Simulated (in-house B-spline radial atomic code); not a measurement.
# Se⁹⁺: ionisation energy by several methods

An exercise on one series of results from a longer session: the logs are not shown, and one member is left open.

The numbers are computed with in-house B-spline radial atomic code version 1 (Dirac-Coulomb, several functionals; spherical all-electron atom at the radial basis limit), except any that are marked as measured or tabulated.

## The atom as given

- element: selenium (Z = 34)
- charge: +9
- electrons: 25
- configuration: [Ar] 3d7
- nucleus: Fermi, rms radius 4.140 fm

The outer shells:

[Ar] 3d7
```
[Ar] core
3d [↑↓][↑↓][↑ ][↑ ][↑ ]
```

The boxes only draw the filling; these runs are spin-restricted and spherical.

Set-up of the first run:

Settings of the run:

```ini
Z = 34
electrons = 25.0
configuration = [Ar] 3d7
hamiltonian = dirac
method = pw91,pw91
spin_polarised = False
nucleus = fermi
rms_radius = 4.14
mass_number = 80
atomic_mass = 79.916521761
speed_of_light = 137.035999084
```

Among the steps run: PW91, a GGA; AM05, a GGA; LDA (PW92); RPBE, a GGA; PBEsol, a GGA; exchange-only LDA.

One of the session's tables, all rows but one given; the rest of the session is left out.

| method | ΔSCF (eV) | with Breit, QED, recoil (eV) |
| --- | --- | --- |
| LDA (PW92) | 260.56 | 260.54 |
| exchange-only LDA | 258.21 | 258.20 |
| PW91 | ? | ? |
| AM05 | 260.27 | 260.26 |
| RPBE | 260.21 | 260.20 |
| PBEsol | 260.21 | 260.20 |

**Question.** Estimate the row for PW91.

As computed: ΔSCF (eV): 260.48; with Breit, QED, recoil (eV): 260.46. In the column «ΔSCF (eV)» it lies between AM05 (260.27) and LDA (PW92) (260.56).
